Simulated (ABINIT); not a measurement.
Input of an ABINIT 10.8.3 (patched build) run:

run.abi

```
# Datasets: ground state, then fixed potential
ndtset 2

# Pseudopotentials
pp_dirpath "./"
pseudos "Al.GGA_PBE-JTH.xml, Si.GGA_PBE-JTH.xml, Cl.GGA_PBE-JTH.xml"

# Structure
acell 3*1.0
rprim
     8.1290513298     0.0000000000     0.0000000000
    -4.0645256555     7.0399649366     0.0000000000
     0.0000000000     0.0000000000     9.4398053187
ntypat 3
znucl 13 14 17
natom 4
typat 1 2 2 3
xred
     0.6666666700     0.3333333300     0.5000000000
     0.0000000000     0.0000000000     0.7404812900
     0.0000000000     0.0000000000     0.2595187100
     0.3333333300     0.6666666700     0.0000000000
chkprim 0
chksymtnons 0
tolsym 1.0e-6

# Plane-wave basis
ecut 25.0
pawecutdg 47.0

# Exchange and correlation
ixc 11

# Bands and occupations
occopt 3
tsmear 0.05 eV

# SCF cycle
nstep 100

# Output
iomode 3
prtwf 0
prteig 0
prtebands 0
enunit 1
prtden1 1
prtvha1 1
prtvclmb1 1
prtpot1 1

# Dataset 1
kptopt1 1
ngkpt1 8 8 6
nshiftk1 1
shiftk1 0.0 0.0 0.0
nband1 13
tolvrs1 1.0e-9

# Dataset 2: bands along G-M-K-G-A-L-H-A
iscf2 -2
getden2 1
nband2 17
nbdbuf2 2
tolwfr2 1.0e-12
kptopt2 -7
ndivsm2 6
prteig2 1
kptbounds2
     0.0000000000     0.0000000000     0.0000000000
     0.5000000000     0.0000000000     0.0000000000
     0.3333333333     0.3333333333     0.0000000000
     0.0000000000     0.0000000000     0.0000000000
     0.0000000000     0.0000000000     0.5000000000
     0.5000000000     0.0000000000     0.5000000000
     0.3333333333     0.3333333333     0.5000000000
     0.0000000000     0.0000000000     0.5000000000
```

Potentials or basis: JTH PAW PBE v2.0.

Run with:

```sh
$ abinit run.abi > log 2>&1
```

**Question.** Estimate the pressure.

**Answer.** 0.0 GPa.

**Question.** Estimate the band gap on the k mesh.

**Answer.** None (metal or under the smearing width).

Levels at the corners of the path, in eV from the Fermi level:
| point | band 5 | band 6 | band 7 | band 8 | band 9 | band 10 | band 11 | band 12 | band 13 | band 14 |
| --- | --- | --- | --- | --- | --- | --- | --- | --- | --- | --- |
| Γ | -4.68 | -3.91 | -1.42 | -1.42 | -1.32 | -0.14 | 2.73 | 2.73 | 3.93 | 3.93 |
| M | -5.14 | -4.95 | -3.70 | -1.35 | -0.93 | 0.64 | 1.16 | 1.68 | 4.10 | 6.00 |
| K | -4.76 | -3.88 | -3.24 | -3.14 | -1.02 | -0.86 | 3.31 | 3.84 | 3.91 | 5.37 |
| Γ | -4.68 | -3.91 | -1.42 | -1.42 | -1.32 | -0.14 | 2.73 | 2.73 | 3.93 | 3.93 |
| A | -4.56 | -3.79 | -1.03 | -1.03 | 0.34 | 0.83 | 0.94 | 0.94 | 2.65 | 2.65 |
| L | -5.10 | -3.29 | -3.24 | -2.14 | 0.00 | 2.23 | 2.39 | 2.63 | 2.68 | 5.59 |
| H | -5.69 | -5.39 | -1.76 | -0.99 | 0.63 | 0.66 | 2.23 | 2.88 | 4.22 | 5.31 |
| A | -4.56 | -3.79 | -1.03 | -1.03 | 0.34 | 0.83 | 0.94 | 0.94 | 2.65 | 2.65 |
